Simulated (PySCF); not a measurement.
# O4Ru (RuO4): the cost of one run

Programs: PySCF 2.14.0, with routines of our own; each step states its level. All values are computed. Atoms count from 0.

### Step 1. The starting structure

5 atoms, charge 0, multiplicity 1; geometry from: GFN2-xTB.

### Step 2. NMR shieldings: KT2/pcJ-1 Ru:dyall-v2z, spin–orbit

The job: settings as JSON, then the geometry in Å.

```
{"job": {"xc": "KT2", "basis": {"default": "pcJ-1", "Ru": "dyall-v2z"}, "rel": "so", "kind": "hnmr"}, "charge": 0, "multiplicity": 1}
Ru     0.000040     0.000090     0.000170
O      0.009950    -0.016970     1.603950
O      1.508730     0.009700    -0.544120
O     -0.763100     1.312900    -0.516050
O     -0.755630    -1.305720    -0.543950
```

With the program's defaults for keys left out, this is: KT2/pcJ-1 Ru:dyall-v2z GIAO NMR shielding, X2C with spin-orbit coupling, screened-nuclear two-electron part, Gaussian nuclei, gas phase.

Launch:

```console
$ OMP_NUM_THREADS=1 python heavy_run.py task.json out
```

One launch serves the whole session: the jobs run in the order shown.

Q: Estimate the wall time and peak memory of this first job on 1 thread of Arm Neoverse V1, shared host.

About 57 s, with a peak of 1 GiB.
